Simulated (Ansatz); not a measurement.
Runs of Ansatz 0.2.0 on BiTe. Symmetry: Fm-3m, No. 225, cubic system. The conventional cell has a = 6.470 Å, b = 6.470 Å, c = 6.470 Å, α = 90.00°, β = 90.00°, γ = 90.00°. Bi (site symmetry m-3m) has 6 Te at 3.23 Å as nearest neighbours. Around Te (site symmetry m-3m) lie 6 Bi at 3.23 Å. 

```tsv
task	level	cell	k mesh	cutoff (eV)	points for each segment of the path	mesh quality	gap on the mesh (eV)	pressure (GPa)	V0 of scaled cells (Å³/atom)	B0 (GPa)
band structure	PBEsol	as given	7 × 7 × 7	420	14	not flagged	none	-1.5	-	-
single point	PBEsol	as given	7 × 7 × 7	420	-	not flagged	none	-1.5	-	-
equation of state	r2SCAN	as given	7 × 7 × 7	500	-	not flagged	-	-	(a)	(b)
equation of state	PBE0	as given	4 × 4 × 4	420	-	coarse	-	-	32.93	57
equation of state	LDA	as given	7 × 7 × 7	420	-	not flagged	-	-	32.10	56
equation of state	PBEsol	as given	7 × 7 × 7	420	-	not flagged	-	-	32.81	(c)
single point	PBEsol	atoms moved at random, drawn with an rms of 0.05 Å	7 × 7 × 7	420	-	not flagged	none	-1.4	-	-
```

Alike in all rows: potentials or basis Ansatz PAW; no spin polarisation; smearing fermi-dirac 0.05 eV.

Problem. Fill in the values left out.

Solution. (a) 33.93; (b) 51; (c) 53.

Caveats: some runs use coarse meshes; spin-orbit coupling is left out, which moves the levels of the heavy elements; the PAW data sets come from PBE, with cores solved anew for the run's functional, which leaves a small shift of forces and pressure (some runs); the PAW data sets were made with another functional, which shifts forces and pressure a little (some runs).

A k mesh can miss the band edges, and the runs leave out spin-orbit coupling on Bi, Te.

A gap of «none» marks a metal or a gap under the smearing width.
